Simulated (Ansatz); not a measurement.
**Si: response to strain**

Aim: deform Si (equal xx and yy strain of -3 %) and compute stress, forces and field gradients with LAPW, PAW and all-electron datasets made for the crystal.

Computed with Ansatz 0.2.0 (DFT LDA, scalar-relativistic, unless a step's input says otherwise).

### 1 The structure to begin with

Symmetry: Imma, No. 74, orthorhombic system. The conventional cell has a = 4.502 Å, b = 4.737 Å, c = 2.550 Å, α = 90.00°, β = 90.00°, γ = 90.00°. Si (site symmetry mm2) is surrounded by 8 Si at 2.39 to 2.74 Å.

Coordinates:

```
Si
1.0
    -2.25100    2.36850    1.27500
     2.25100   -2.36850    1.27500
     2.25100    2.36850   -1.27500
Si
2
Direct
  0.80700 0.55700 0.25000
  0.19300 0.44300 0.75000
```

Atoms are numbered in the order of the input: Si1, Si2.

### 2 After the deformation

Space group Imma before, Imma after.

### 3 LAPW, all electrons

input.yaml reads:

```yaml
crystal:
  lattice:
    - [-2.18347, 2.297445, 1.275]
    - [2.18347, -2.297445, 1.275]
    - [2.18347, 2.297445, -1.275]
  atoms:
    - { symbol: Si, position: [0.807, 0.557, 0.25] }
    - { symbol: Si, position: [0.193, 0.443, 0.75] }
kpoints:
  mp_grid: { grid: [16, 16, 16] }
  band_path:
    path:
      - [0.0, 0.0, 0.0]
      - [0.5, -0.5, 0.5]
      - [0.4758105458, -0.4758105458, 0.5241894542]
      - [-0.4758105458, 0.4758105458, 0.4758105458]
      - [0.0, 0.0, 0.0]
      - [0.3269963489, 0.3269963489, -0.3269963489]
      - [0.6730036511, -0.3269963489, 0.3269963489]
      - [0.5, -0.5, 0.5]
      - [0.0, 0.0, 0.0]
    npoints: 5
scf:
  occupations: { method: fermi_dirac, width: 0.05 }
hamiltonian:
  xc: lda
  pseudopotentials: { kind: all_electron, lapw: { basis_error: 0.0005 } }
output:
  forces: true
  stress: true
  eigenvalues: true
```

Command:

```sh
$ ansatz run input.yaml --threads 1 --pin off --max-ram 3072MiB --backend cpu --events-out ev --progress --plain --runs-dir out
```

The log of the run, cut to the lines that bear on the results:

```text
LAPW: plane waves up to 8.187 Å⁻¹, error target 5.0e-4 eV per atom; small_component_spin mean_spin; Si in spheres of 1.158 Å, 12 of its electrons in bands, Dirac shells []
[...]
Pseudopotentials: kind: all_electron
Pseudopotential: Si, LAPW, valence charge 12, Koelling and Harmon's equation, gaussian nucleus
Functional definition: SPW92
[...]
Crystal: 2 atoms, lattice volume = 25.584 Å³
Basis set: ecut = 255.3418394018951 eV, 255 PW (Γ), FFT grids on a1+a2, a2, a3, exchange–correlation at level 2
Bands: 16, of which v1, the nominal top of the filled ones, is band 12 counted from 1 (11 counted from 0)
Symmetry: 8 space group operations
Space group: Imma (ITA 74), of the structure as read, at distance tolerance 2.9e-5 Å
k-points: 621 of 4096
[...]
SCF iter   1: F=—  HF=-15729.722638 eV  |F-HF|=—  |Δ(HF+E_count)|=         —  Δρ=2.85e-2  dr2=1.16e-1  ethr=4.82e-4  ⟨swp⟩=2.8  Hψ=70639  notcnv=0
[...]
the basis was enlarged: its passes take 55.8 KiB over the memory plan, 1 of 1 planned eigensolver slots
[...]
SCF iter   6: F=-15729.689734 eV  HF=-15729.689734 eV  |F-HF|=5.68e-10  |Δ(HF+E_count)|=   2.54e-8  Δρ=2.22e-6  dr2=9.85e-10  ethr=4.40e-10  ⟨swp⟩=2.0  Hψ=25923  notcnv=0
[...]
NSCF: frozen V_eff on 41 k-points
SCF converged after 6 iterations
Free energy (F): -15729.689734 eV
[...]
E sigma→0 (E₀):  -15729.686694 eV
Entropy (-TS):   -0.006080 eV (-3.040 meV/atom)
Fermi energy:    13.893036 eV
[...]
--- Forces (eV/Å), atoms counted from 1 ---
  atom   1  Si     0.00000000     0.00000000    -0.03619029
  atom   2  Si     0.00000000     0.00000000     0.03619029
[...]
--- Stress (GPa, compression-positive) ---
       21.147609       0.000000       0.000000
        0.000000      29.093739       0.000000
        0.000000       0.000000      17.418428
  P = ⅓ Tr σ = 22.5533 GPa (225.533 kbar)
--- Band table (eV; the first three rows and the last of 621) ---
  k-point 0: bands = ["-119.3346", "-119.3258", "-76.1915", "-76.1878", "-76.1859", "-76.1706", "-76.1603", "-76.1258", "-1.4372", "11.0499", "11.4849", "12.9023", "14.8809", "21.8231", "23.8444", "23.8647"]
[...]
```

Run time: 27 s. Hardware: 1 thread of Intel Xeon 6975P-C (Granite Rapids), shared host; peak memory 0.79 GiB.

This run gives: pressure 22.55 GPa; no gap; largest force 0.036 eV/Å.

### 4 PAW with frozen cores

input.yaml reads:

```yaml
crystal:
  lattice:
    - [-2.18347, 2.297445, 1.275]
    - [2.18347, -2.297445, 1.275]
    - [2.18347, 2.297445, -1.275]
  atoms:
    - { symbol: Si, position: [0.807, 0.557, 0.25] }
    - { symbol: Si, position: [0.193, 0.443, 0.75] }
kpoints:
  mp_grid: { grid: [16, 16, 16] }
scf:
  occupations: { method: fermi_dirac, width: 0.05 }
hamiltonian:
  xc: lda
  pseudopotentials: { kind: paw }
output:
  forces: true
  stress: true
  eigenvalues: true
  efg: { contact_densities: true }
```

Command:

```sh
$ ansatz run input.yaml --threads 1 --pin off --max-ram 3072MiB --backend cpu --events-out ev --progress --plain --runs-dir out
```

The log of the run, cut to the lines that bear on the results:

```text
[...]
Pseudopotentials: kind: paw
Pseudopotential: Si, paw, valence charge 4, recommended cutoff 420 eV (normal)
[... 1 set-up line as earlier in the session ...]
[...]
Crystal: 2 atoms, lattice volume = 25.584 Å³
Basis set: ecut = 420 eV, 509 PW (Γ)
Bands: 8, of which v1, the nominal top of the filled ones, is band 4 counted from 1 (3 counted from 0)
[... 2 set-up lines as earlier in the session ...]
k-points: 621 of 4096
[...]
SCF iter   1: F=—  HF=-1216.624337 eV  |F-HF|=—  |Δ(HF+E_count)|=         —  Δρ=6.15e-3  dr2=8.62e-3  ethr=1.77e-3  ⟨swp⟩=5.2  Hψ=40668  notcnv=0
[...]
SCF iter   6: F=-1216.620097 eV  HF=-1216.620097 eV  |F-HF|=2.05e-12  |Δ(HF+E_count)|=  5.64e-10  Δρ=4.14e-7  dr2=1.84e-11  ethr=3.41e-11  ⟨swp⟩=1.5  Hψ=15835  notcnv=0
[...]
SCF converged after 6 iterations
Free energy (F): -1216.620097 eV
[...]
Entropy (-TS):   -0.006082 eV (-3.041 meV/atom)
Fermi energy:    11.955247 eV
[...]
--- Forces (eV/Å), atoms counted from 1 ---
  atom   1  Si     0.00000000     0.00000000    -0.03772309
  atom   2  Si     0.00000000     0.00000000     0.03772309
[...]
--- Stress (GPa, compression-positive) ---
       21.218523       0.000000       0.000000
        0.000000      29.197576       0.000000
        0.000000       0.000000      17.456502
  P = ⅓ Tr σ = 22.6242 GPa (226.242 kbar)
--- PAW observables at the nuclei: V_zz in 10²¹ V/m², potentials from the cell's mean, atoms counted from 1 ---
  atom   1  Si V_zz =    -3.150529   η = 0.4469   by run symmetry: allowed
            electrostatic potential = -1365.094438 V   contact ρ = 12694.528179 e/Å³
  atom   2  Si V_zz =    -3.150529   η = 0.4469   by run symmetry: allowed
            electrostatic potential = -1365.094438 V   contact ρ = 12694.528179 e/Å³
--- Band table (eV; the first three rows and the last of 621) ---
  k-point 0: bands = ["-3.3749", "9.1135", "9.5495", "10.9651", "12.9364", "19.8819", "21.9056", "21.9262"]
[...]
```

Wall time 4 s (1 thread of Intel Xeon 6975P-C (Granite Rapids), shared host); peak memory 0.44 GiB.

This run gives: pressure 22.62 GPa; no gap; largest force 0.038 eV/Å; Vzz Si1 -3.15 (η = 0.45) (10²¹ V/m²).

### 5 Datasets made for this crystal

Changes to input.yaml since step 4:

```diff
@@ -14,3 +14,3 @@
   xc: lda
-  pseudopotentials: { kind: paw }
+  pseudopotentials: { kind: all_electron, datasets: crystal }
 output:
```

Command:

```sh
$ ansatz run input.yaml --threads 1 --pin off --max-ram 3072MiB --backend cpu --events-out ev --progress --plain --runs-dir out
```

The log of the run, cut to the lines that bear on the results:

```text
[...]
band count auto-derived: 10 (N_el = 8.0; filled up to band 4; 8 by the electrons, moments and atoms)
[...]
[... 1 set-up line as earlier in the session ...]
Pseudopotential: Si, paw, valence charge 12, recommended cutoff 220 eV (normal), Koelling and Harmon's equation, gaussian nucleus
[... 1 set-up line as earlier in the session ...]
[...]
Crystal: 2 atoms, lattice volume = 25.584 Å³
Basis set: ecut = 220 eV, 187 PW (Γ)
Bands: 10, of which v1, the nominal top of the filled ones, is band 4 counted from 1 (3 counted from 0)
[... 2 set-up lines as earlier in the session ...]
k-points: 621 of 4096
[...]
SCF iter   1: F=—  HF=-15729.628070 eV  |F-HF|=—  |Δ(HF+E_count)|=         —  Δρ=3.17e-2  dr2=1.45e-1  ethr=1.70e-3  ⟨swp⟩=3.5  Hψ=42718  notcnv=0
[...]
--- Forces (eV/Å), atoms counted from 1 ---
  atom   1  Si     0.00000000     0.00000000    -0.03623699
  atom   2  Si     0.00000000     0.00000000     0.03623699
[...]
--- Stress (GPa, compression-positive) ---
       21.145605       0.000000       0.000000
        0.000000      29.092031       0.000000
        0.000000       0.000000      17.415187
  P = ⅓ Tr σ = 22.5509 GPa (225.509 kbar)
  It holds what live shells' own plane waves past their cutoff add
--- PAW observables at the nuclei: V_zz in 10²¹ V/m², potentials from the cell's mean, atoms counted from 1 ---
  atom   1  Si V_zz =    -3.123849   η = 0.4423   by run symmetry: allowed
            electrostatic potential = -1361.749361 V   contact ρ = 12703.340993 e/Å³
  atom   2  Si V_zz =    -3.123849   η = 0.4423   by run symmetry: allowed
            electrostatic potential = -1361.749361 V   contact ρ = 12703.340993 e/Å³
--- Band table (eV; the first three rows and the last of 621) ---
  k-point 0: bands = ["-1.4372", "11.0499", "11.4849", "12.9024", "14.8808", "21.8232", "23.8445", "23.8647"]
[...]
```

Run time: 11 s. Hardware: 1 thread of Intel Xeon 6975P-C (Granite Rapids), shared host; peak memory 0.55 GiB.

Read from it: pressure 22.55 GPa; no gap; largest force 0.036 eV/Å; Vzz Si1 -3.12 (η = 0.44) (10²¹ V/m²).

### 6 Side by side

Stress (GPa, compression positive):

| method | xx | yy | zz | yz | xz | xy |
| --- | --- | --- | --- | --- | --- | --- |
| LAPW | 21.15 | 29.09 | 17.42 | 0.00 | 0.00 | 0.00 |
| PAW | 21.22 | 29.20 | 17.46 | 0.00 | 0.00 | 0.00 |
| crystal datasets | 21.15 | 29.09 | 17.42 | 0.00 | 0.00 | 0.00 |

Forces (eV/Å):

| atom | LAPW x | LAPW y | LAPW z | PAW x | PAW y | PAW z | crystal datasets x | crystal datasets y | crystal datasets z |
| --- | --- | --- | --- | --- | --- | --- | --- | --- | --- |
| Si1 | 0.000 | 0.000 | -0.036 | 0.000 | 0.000 | -0.038 | 0.000 | 0.000 | -0.036 |
| Si2 | 0.000 | 0.000 | 0.036 | 0.000 | 0.000 | 0.038 | 0.000 | 0.000 | 0.036 |

| method | pressure (GPa) | largest force (eV/Å) | Vzz Si1 (10²¹ V/m²) | SCF cycles, all passes |
| --- | --- | --- | --- | --- |
| LAPW | 22.55 | 0.036 | – | 6 |
| PAW | 22.62 | 0.038 | -3.15 | 6 |
| crystal datasets | 22.55 | 0.036 | -3.12 | 6 |

### 7 Summary of results

| quantity | value |
| --- | --- |
| pressure | LAPW 22.55, PAW 22.62, crystal datasets 22.55 GPa |
| largest shear or deviatoric stress (LAPW) | 6.54 GPa |

The largest part of the stress beyond the pressure is 6.54 GPa in size, in the yy component; the atoms are carried along and not relaxed. No run of the undeformed cell stands beside it, so the pressure holds what the given cell had before the change. PAW: stress within 0.10 GPa of LAPW, forces within 2 meV/Å. Crystal datasets: stress within 0.01 GPa of LAPW, forces within 1 meV/Å.
